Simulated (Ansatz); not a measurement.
# Ru2W: the cost of one run

Method: DFT PBE, scalar-relativistic, plane waves, PAW, in Ansatz 0.2.0.

1 further run of the same task is left out (it didn't finish).

### Step 1. Starting point

Symmetry: P6/mmm, No. 191, hexagonal system. The conventional cell has a = 2.758 Å, b = 2.758 Å, c = 7.286 Å, α = 90.00°, β = 90.00°, γ = 120.00°. Ru (site symmetry 6mm) has 1 W at 2.38 Å and 1 Ru at 2.52 Å as nearest neighbours. W (site symmetry 6/mmm) is surrounded by 2 Ru at 2.38 Å.

As a file:

```cif
data_structure
_symmetry_space_group_name_H-M 'P 1'
_symmetry_Int_Tables_number 1
_cell_length_a 2.7582
_cell_length_b 2.7582
_cell_length_c 7.2856
_cell_angle_alpha 90.000
_cell_angle_beta 90.000
_cell_angle_gamma 120.000
_cell_volume 48.00
loop_
_atom_site_label
_atom_site_type_symbol
_atom_site_fract_x
_atom_site_fract_y
_atom_site_fract_z
_atom_site_occupancy
Ru1 Ru 0.00000 0.00000 0.67271 1
Ru2 Ru 0.00000 0.00000 0.32729 1
W1 W 0.00000 0.00000 0.00000 1
```

It is the end of an earlier relaxation with the same method, from a generated guess; it needn't be the stable form of this composition. At a tolerance of 0.05 Å it has space group P6/mmm (No. 191); it has 16.00 Å³/atom, an uncorrected energy of +0.91 eV/atom over the elements.

### Step 2. Electronic structure at the relaxed geometry

The input, input.yaml:

```yaml
crystal:
  lattice:
    - [2.7581538829, 0.0, 0.0]
    - [-1.3790769414, 2.3886313301, 0.0]
    - [0.0, 0.0, 7.2856087999]
  atoms:
    - { symbol: Ru, position: [0.0, 0.0, 0.6727133366] }
    - { symbol: Ru, position: [0.0, 0.0, 0.3272866634] }
    - { symbol: W, position: [0.0, 0.0, 0.0] }
basis:
  ecutwfc: 420
kpoints:
  mp_grid: { grid: [18, 18, 6] }
  band_path:
    path:
      - [[0.0, 0.0, 0.0], [0.5, 0.0, 0.0], [0.33333333, 0.33333333, 0.0], [0.0, 0.0, 0.0], [0.0, 0.0, 0.5], [0.5, 0.0, 0.5], [0.33333333, 0.33333333, 0.5], [0.0, 0.0, 0.5]]
      - [[0.5, 0.0, 0.5], [0.5, 0.0, 0.0]]
      - [[0.33333333, 0.33333333, 0.5], [0.33333333, 0.33333333, 0.0]]
    npoints: 14
hamiltonian:
  xc: pbe
scf:
  occupations: { method: gaussian, width: 0.1 }
  n_extra_bands: 7
output:
  forces: true
  stress: true
  eigenvalues: true
  populations: true
  dos: { projected: true, de: 0.02, nscf_kmesh: { grid: [22, 22, 8] } }
  bader: true
  write_density: true
  write_potential: true
  elf: true
  volumetric_format: npy
```

Command:

```console
> ansatz run input.yaml --threads 1 --pin off --max-ram 2560MiB --backend cpu --events-out ev --progress --plain --runs-dir out
```

**Question.** How long does this run take on 1 thread of Arm Neoverse V1, shared host, and how much memory does it need?

About 45 s, with a peak of 0.48 GiB.
